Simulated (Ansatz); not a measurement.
Task: energies of removing a hydrogen of H₅InO₄, SMILES [OH][In-]([OH])([OH])[OH2+], with Ansatz 0.2.0, Python API. Give the script and its output. Level of theory (for the species named): PBE0, def2-SVP basis, multiplicity 1, D3BJ dispersion.

| atom | x (Å) | y (Å) | z (Å) |
| --- | --- | --- | --- |
| O | -1.6348 | 0.3981 | 1.3491 |
| In | -0.1889 | -0.1850 | 0.1466 |
| O | 1.2994 | -0.8628 | 1.2662 |
| O | -0.7744 | -1.6496 | -1.0501 |
| O | 0.4616 | 1.3466 | -0.9995 |
| H | -2.2471 | 1.0216 | 0.7477 |
| H | 2.1603 | -0.7576 | 0.7118 |
| H | -1.0897 | -2.3584 | -0.4281 |
| H | 0.8572 | 2.0061 | -0.2901 |
| H | 1.2395 | 0.9900 | -1.4507 |

`h5ino4.py`
```python
# -*- coding: utf-8 -*-
import ansatz as az


def energy(molecule, charge=0, unpaired=0):
    calc = molecule.calculation().basis(gaussian="def2-SVP").functional("PBE0", dispersion="d3bj")
    if charge:
        calc = calc.charge(charge)
    if unpaired:
        calc = calc.spin("collinear", total=unpaired)
    return calc.run(threads=1).report["free_energy_ev"]

GEOMETRY = """
O    -1.63480    0.39810    1.34910
In   -0.18890   -0.18500    0.14660
O     1.29940   -0.86280    1.26620
O    -0.77440   -1.64960   -1.05010
O     0.46160    1.34660   -0.99950
H    -2.24710    1.02160    0.74770
H     2.16030   -0.75760    0.71180
H    -1.08970   -2.35840   -0.42810
H     0.85720    2.00610   -0.29010
H     1.23950    0.99000   -1.45070
"""

def without(molecule, index):
    rest = az.Crystal.molecule()
    for i, site in enumerate(molecule.cartesian_sites):
        if i != index:
            rest = rest.atom(site.symbol, site.position_ang)
    return rest


def main():
    mol = az.Crystal.molecule()
    for line in GEOMETRY.strip().splitlines():
        symbol, *xyz = line.split()
        mol = mol.atom(symbol, [float(v) for v in xyz])

    whole = energy(mol, 0)
    hydrogen = energy(az.Crystal.molecule().atom("H", (0, 0, 0)), 0, 1)
    print(f"E(molecule) = {whole:.5f} eV, E(H) = {hydrogen:.5f} eV")
    for index in [7, 9]:
        radical = energy(without(mol, index), 0, 1)
        print(f"H{index}: homolysis {96.485332 * (radical + hydrogen - whole):.1f} kJ/mol")


if __name__ == "__main__":
    main()
```

```console
$ python h5ino4.py
E(molecule) = -13427.80954 eV, E(H) = -13.61361 eV
H7: homolysis 485.7 kJ/mol
H9: homolysis 452.1 kJ/mol
```

Total energies depend on the basis set; only differences at equal settings carry meaning. The geometry is a force-field or estimated start, not a minimum of this method, and the basis set is short of its limit. All parts are taken at fixed geometry, without zero-point energy. def2 sets replace the cores of elements past krypton by effective core potentials. The spin-orbit lowering of heavy atoms is left out. Hardware and time: 57 s on 1 thread of Arm Neoverse V1, on a shared host, peak memory 0.4 GiB.
